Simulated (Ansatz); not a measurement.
# GeSb4Te4: the cost of one run

Method: DFT PBE, scalar-relativistic, plane waves, PAW, in Ansatz 0.2.0.

2 further runs of the same task are left out: 2 set aside as unsound or not needed. Runs told in other sessions of the task aren't counted.

**1. Starting point**

The cell holds 18 atoms (Ge2Sb8Te8): a = 8.025 Å, b = 8.874 Å, c = 8.391 Å, α = 91.69°, β = 93.61°, γ = 89.48°.

It is the last frame of an earlier stage of the same melt, run at 1580 K.

Coordinates:

```cif
data_structure
_symmetry_space_group_name_H-M 'P 1'
_symmetry_Int_Tables_number 1
_cell_length_a 8.0247
_cell_length_b 8.8738
_cell_length_c 8.3909
_cell_angle_alpha 91.695
_cell_angle_beta 93.611
_cell_angle_gamma 89.477
_cell_volume 596.05
loop_
_atom_site_label
_atom_site_type_symbol
_atom_site_fract_x
_atom_site_fract_y
_atom_site_fract_z
_atom_site_occupancy
Ge1 Ge 0.69700 0.54939 0.71737 1
Ge2 Ge 0.69034 0.03427 0.27855 1
Sb1 Sb 0.12888 0.41607 0.63172 1
Sb2 Sb 0.76278 0.68443 0.17865 1
Sb3 Sb 0.24137 0.96808 0.81721 1
Sb4 Sb 0.66412 0.03967 0.88685 1
Sb5 Sb 0.12930 0.69181 0.42177 1
Sb6 Sb 0.34996 0.19892 0.38302 1
Sb7 Sb 0.46626 0.72941 0.95023 1
Sb8 Sb 0.11891 0.99555 0.46730 1
Te1 Te 0.39556 0.45439 0.14279 1
Te2 Te 0.99182 0.10041 0.17505 1
Te3 Te 0.72784 0.44275 0.38990 1
Te4 Te 0.13984 0.74365 0.08441 1
Te5 Te 0.96901 0.40137 0.88982 1
Te6 Te 0.77539 0.91773 0.59764 1
Te7 Te 0.40565 0.73845 0.60184 1
Te8 Te 0.39556 0.23979 0.75649 1
```

**2. Dynamics at 880 K**

One k point, a Fermi-Dirac width of 0.076 eV and a fixed cell.

input.yaml

```yaml
crystal:
  lattice:
    - [8.020447, 0.036569, -0.258236]
    - [0.036569, 8.872817, -0.127032]
    - [-0.258236, -0.127032, 8.385919]
  atoms:
    - { symbol: Ge, position: [0.6969956016, 0.5493878497, 0.7173726154] }
    - { symbol: Ge, position: [0.6903434812, 0.0342679154, 0.2785544457] }
    - { symbol: Sb, position: [0.1288751412, 0.4160688115, 0.6317209301] }
    - { symbol: Sb, position: [0.7627766851, 0.6844283397, 0.1786520554] }
    - { symbol: Sb, position: [0.2413728972, 0.9680794751, 0.8172063426] }
    - { symbol: Sb, position: [0.6641174316, 0.0396732831, 0.8868472075] }
    - { symbol: Sb, position: [0.1292957839, 0.6918129293, 0.4217706909] }
    - { symbol: Sb, position: [0.3499568784, 0.1989160995, 0.3830188198] }
    - { symbol: Sb, position: [0.4662639192, 0.7294080097, 0.9502317551] }
    - { symbol: Sb, position: [0.1189075419, 0.995552462, 0.4672978371] }
    - { symbol: Te, position: [0.3955576519, 0.4543897223, 0.1427886317] }
    - { symbol: Te, position: [0.9918202768, 0.100411725, 0.1750480464] }
    - { symbol: Te, position: [0.727842943, 0.4427457066, 0.3899047135] }
    - { symbol: Te, position: [0.1398414473, 0.7436499216, 0.0844089216] }
    - { symbol: Te, position: [0.9690094106, 0.4013700757, 0.8898234572] }
    - { symbol: Te, position: [0.7753912032, 0.9177314776, 0.5976412716] }
    - { symbol: Te, position: [0.405654911, 0.7384524284, 0.6018371213] }
    - { symbol: Te, position: [0.3955630589, 0.2397928799, 0.7564938436] }
  symmetry: { detect: false }
basis:
  ecutwfc: 420
  xc_grid: 1
kpoints:
  mp_grid: { grid: [1, 1, 1], shift: [0.25, 0.25, 0.25] }
hamiltonian:
  xc: pbe
scf:
  occupations: { method: fermi_dirac, width: 0.0758 }
  lower_state_search: "off"
  convergence: { dr2_threshold: 1.0e-05 }
output:
  forces: true
  stress: true
md:
  timestep: 3.0
  n_steps: 33
  ensemble: nvt_langevin
  friction: 0.015
  temperature: 880.0
  initial_velocities: maxwell_boltzmann
  seed: 13251
```

Started as:

```sh
ansatz run input.yaml --threads 2 --pin off --max-ram 5120MiB --backend cpu --events-out ev --progress --plain --runs-dir out
```

What time and memory should one allow on 2 threads of Intel Xeon at 2.50GHz (Skylake/Cascade Lake), shared host?

About 5.5 min, with a peak of 0.94 GiB.
